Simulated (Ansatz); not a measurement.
# GaICl₂: basis-set convergence

An exercise on one series of results from a longer session: the logs are not shown, and one member is left open.

Program: Ansatz 0.2.0, Gaussian basis. Level of theory: one geometry, several basis sets. These are calculated values, not measurements.

Plan: PBE0-D4/def2-SVP; ωB97M-V/def2-SVP; PBE0-D4/def2-QZVPP; ωB97M-V/def2-QZVPP; the functionals' def2-TZVPP values are taken from earlier runs.

### The geometry

An earlier PBE0-D4 in a triple-zeta def2 set relaxation fixed the geometry. I takes the def2 core potential; no spin-orbit term is included.

4 atoms, charge 0, spin multiplicity 1.

Atoms are counted from 1 here; the program's logs count them from 0.

Bond lengths: Cl1–Ga2 2.120 Å, Ga2–Cl3 2.120 Å, Ga2–I4 2.450 Å. Angles: Cl1–Ga2–Cl3 118.1°, Cl1–Ga2–I4 121.0°, Cl3–Ga2–I4 121.0°.

Set-up of the first run:

in.yaml reads:

```yaml
crystal:
  periodic: [false, false, false]
  atoms:
    - {symbol: Cl, position_ang: [1.465125, 0.324638, 1.551523]}
    - {symbol: Ga, position_ang: [0.045929, -0.065384, 0.026027]}
    - {symbol: Cl, position_ang: [-0.333230, -2.085869, -0.490943]}
    - {symbol: I, position_ang: [-1.122423, 1.766214, -1.106908]}
basis:
  gaussian: {orbitals: def2-SVP}
hamiltonian: {xc: pbe0, dispersion: d4}
output: {orbitals: {seedname: orbitals}}
```

Among the steps run: PBE0-D4 in def2-SVP; ωB97M-V in def2-SVP; PBE0-D4 in def2-QZVPP; ωB97M-V in def2-QZVPP.

One table of the session follows, with a row left open; its other results are not shown here.

It belongs to the step «Functionals by basis». 

| functional | basis | HOMO (eV) | LUMO (eV) |
| --- | --- | --- | --- |
| PBE0-D4 | def2-SVP | -8.20 | -2.08 |
| PBE0-D4 | def2-TZVPP | ? | ? |
| PBE0-D4 | def2-QZVPP | -8.30 | -2.22 |
| ωB97M-V | def2-SVP | -10.30 | -0.09 |
| ωB97M-V | def2-TZVPP | -10.41 | -0.27 |
| ωB97M-V | def2-QZVPP | -10.43 | -0.39 |

Estimate the missing values for PBE0-D4, def2-TZVPP.

**Answer.** HOMO (eV): -8.28; LUMO (eV): -2.17. In the column «HOMO (eV)» it lies between PBE0-D4, def2-QZVPP (-8.30) and PBE0-D4, def2-SVP (-8.20).
